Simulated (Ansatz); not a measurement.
Geometry optimisation, Ansatz, DFT LDA, scalar-relativistic, plane waves, PAW.

input.yaml

```yaml
crystal:
  lattice:
    - [8.1, 0.0, 0.0]
    - [0.0, 8.1, 0.0]
    - [0.0, 0.0, 8.1]
  atoms:
    - { symbol: Al, position: [0.5, 0.0, 0.0] }
    - { symbol: Al, position: [0.75, 0.25, 0.0] }
    - { symbol: Al, position: [0.75, 0.0, 0.25] }
    - { symbol: Al, position: [0.0, 0.0, 0.0] }
    - { symbol: Al, position: [0.25, 0.25, 0.0] }
    - { symbol: Al, position: [0.5, 0.5, 0.0] }
    - { symbol: Al, position: [0.75, 0.75, 0.0] }
    - { symbol: Al, position: [0.25, 0.0, 0.25] }
    - { symbol: Al, position: [0.5, 0.25, 0.25] }
    - { symbol: Al, position: [0.75, 0.5, 0.25] }
    - { symbol: Al, position: [0.5, 0.0, 0.5] }
    - { symbol: Al, position: [0.75, 0.25, 0.5] }
    - { symbol: Al, position: [0.75, 0.0, 0.75] }
    - { symbol: Al, position: [0.0, 0.5, 0.0] }
    - { symbol: Al, position: [0.25, 0.75, 0.0] }
    - { symbol: Al, position: [0.0, 0.25, 0.25] }
    - { symbol: Al, position: [0.25, 0.5, 0.25] }
    - { symbol: Al, position: [0.5, 0.75, 0.25] }
    - { symbol: Al, position: [0.0, 0.0, 0.5] }
    - { symbol: Al, position: [0.25, 0.25, 0.5] }
    - { symbol: Al, position: [0.5, 0.5, 0.5] }
    - { symbol: Al, position: [0.75, 0.75, 0.5] }
    - { symbol: Al, position: [0.25, 0.0, 0.75] }
    - { symbol: Al, position: [0.5, 0.25, 0.75] }
    - { symbol: Al, position: [0.75, 0.5, 0.75] }
    - { symbol: Al, position: [0.0, 0.75, 0.25] }
    - { symbol: Al, position: [0.0, 0.5, 0.5] }
    - { symbol: Al, position: [0.25, 0.75, 0.5] }
    - { symbol: Al, position: [0.0, 0.25, 0.75] }
    - { symbol: Al, position: [0.25, 0.5, 0.75] }
    - { symbol: Al, position: [0.5, 0.75, 0.75] }
    - { symbol: Al, position: [0.0, 0.75, 0.75] }
    - { symbol: Al, position: [0.2455227, 0.7556063, 0.2473583] }
basis:
  ecutwfc: 420.0
kpoints:
  mp_grid: { grid: [3, 3, 3] }
hamiltonian:
  xc: lda
  pseudopotentials: { kind: paw, azcp: { folder: soft_1 } }
scf:
  occupations: { method: gaussian, width: 0.1 }
  lower_state_search: "off"
relax:
  f_tol: 0.03
  max_steps: 60
  adjacent_minimum: "off"
output:
  write_density: true
  write_potential: true
  elf: true
  volumetric_format: npy
```

Command:

```bash
$ ansatz run input.yaml --threads 4 --pin off --max-ram 10240MiB --backend cpu --events-out ev --progress --plain --runs-dir out
```

Problem. Where does it end, and by what steps?

Solution. The forces met the threshold. The force dipped under the threshold on the way, but the program's further checks kept it going. Limits of this set-up: coarse k mesh, PAW files made for another functional, a small cell, in which the defect meets its images. After 4 steps the energy has fallen by 7.849 eV; Al8 moved furthest, 0.48 Å. The start is strongly strained (largest force component 8 eV/Å).

```
step  energy less start (eV)  largest force component (eV/Å)  accepted
   0                  0.0000                           8.093       yes
   1                 -5.4847                           3.259       yes
   2                 -7.6531                           0.827       yes
   3                 -7.8489                           0.022       yes
   4                 -7.8489                           0.022       yes
```

```xyz
33
Lattice="8.1000 0.0000 0.0000 0.0000 8.1000 0.0000 0.0000 0.0000 8.1000" Properties=species:S:1:pos:R:3
Al 4.027 -0.020 0.021
Al 6.075 2.024 -0.037
Al 6.072 0.119 2.024
Al 0.023 -0.023 0.023
Al 2.024 2.029 -0.118
Al 4.030 4.070 0.018
Al 6.072 6.077 -0.118
Al 2.026 0.476 2.028
Al 4.169 2.028 2.024
Al 6.072 3.931 2.024
Al 4.030 -0.017 4.031
Al 6.076 2.024 4.088
Al 6.075 0.038 6.076
Al 0.020 4.073 0.020
Al 2.026 6.073 -0.476
Al -0.119 2.029 2.024
Al 2.027 3.595 2.028
Al 4.507 6.073 2.028
Al 0.020 -0.019 4.028
Al 2.024 2.028 4.170
Al 4.034 4.066 4.034
Al 6.072 6.077 4.170
Al 2.024 0.119 6.072
Al 4.087 2.024 6.076
Al 6.076 4.013 6.076
Al -0.474 6.073 2.028
Al 0.016 4.069 4.032
Al 2.027 6.073 4.506
Al -0.038 2.024 6.076
Al 2.024 3.931 6.072
Al 4.169 6.077 6.072
Al -0.119 6.077 6.072
Al 2.014 6.089 2.011
```

Whether the end is a true minimum wasn't checked by a vibrational analysis.

Run time: 61 s on 4 threads of Arm Neoverse V2, on a shared host, peak memory 1.3 GiB.
